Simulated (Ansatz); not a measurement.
# Cl4FH2OTa: the cost of one run

Program: Ansatz 0.2.0. Level of theory: RHF/def2-SVP. These are calculated values, not measurements.

## Step 1: The starting structure

Bond lengths: Ta1–O2 2.370 Å, O2–H3 1.010 Å, Ta1–Cl4 2.470 Å, Ta1–Cl5 2.470 Å, Ta1–Cl6 2.470 Å, Ta1–F7 1.930 Å, Ta1–Cl8 2.770 Å. Angles (14 of 16 angles, heavy atoms first): O2–Ta1–Cl4 90.0°, O2–Ta1–Cl5 90.0°, O2–Ta1–Cl6 120.0°, O2–Ta1–F7 120.0°, O2–Ta1–Cl8 71.6°, Cl4–Ta1–Cl5 180.0°, Cl4–Ta1–Cl6 90.0°, Cl4–Ta1–F7 90.0°, Cl4–Ta1–Cl8 57.4°, Cl5–Ta1–Cl6 90.0°, Cl5–Ta1–F7 90.0°, Cl5–Ta1–Cl8 122.6°, Cl6–Ta1–F7 120.0°, Cl6–Ta1–Cl8 58.7°.

As a file:

```xyz
9

Ta    0.0000    0.0000    0.0000
O     2.3700    0.0000    0.0000
H     2.7071   -0.5308    0.7903
Cl    0.0000    0.0000    2.4700
Cl    0.0000    0.0000   -2.4700
Cl   -1.2350    2.1390    0.0000
F    -0.9650   -1.6714    0.0000
Cl    0.8734    2.1650    1.4909
H     2.1134    1.1192    0.7707
```

## Step 2: A restrained relaxation towards end A

Springs on the bonds that form and break draw the guess towards this end; the thresholds are loose.

The input, input.yaml:

```yaml
crystal:
  periodic: [false, false, false]
  atoms:
    - { symbol: Ta, position_ang: [0.0, 0.0, 0.0] }
    - { symbol: O, position_ang: [2.37, 0.0, 0.0] }
    - { symbol: H, position_ang: [2.7071, -0.5308, 0.7903] }
    - { symbol: Cl, position_ang: [0.0, 0.0, 2.47] }
    - { symbol: Cl, position_ang: [0.0, 0.0, -2.47] }
    - { symbol: Cl, position_ang: [-1.235, 2.139, 0.0] }
    - { symbol: F, position_ang: [-0.965, -1.6714, 0.0] }
    - { symbol: Cl, position_ang: [0.8734, 2.165, 1.4909] }
    - { symbol: H, position_ang: [2.1134, 1.1192, 0.7707] }
basis:
  gaussian: { orbitals: def2-SVP }
hamiltonian:
  xc: hf
relax:
  f_tol: 0.15
  max_steps: 25
  restrain:
    - { distance: [0, 7], at: 3.67, k: 30.0 }
    - { distance: [8, 1], at: 2.21, k: 30.0 }
    - { distance: [0, 1], at: 2.02, k: 30.0 }
    - { distance: [8, 7], at: 1.37, k: 30.0 }
```

On the command line:

```
ansatz run input.yaml --threads 4 --pin off --max-ram 5120MiB --backend cpu --events-out ev --progress --plain --runs-dir out
```

What time and memory should one allow on 4 threads of AMD EPYC 9R45 (Zen 5), shared host?

About 13 s, with a peak of 0.47 GiB.
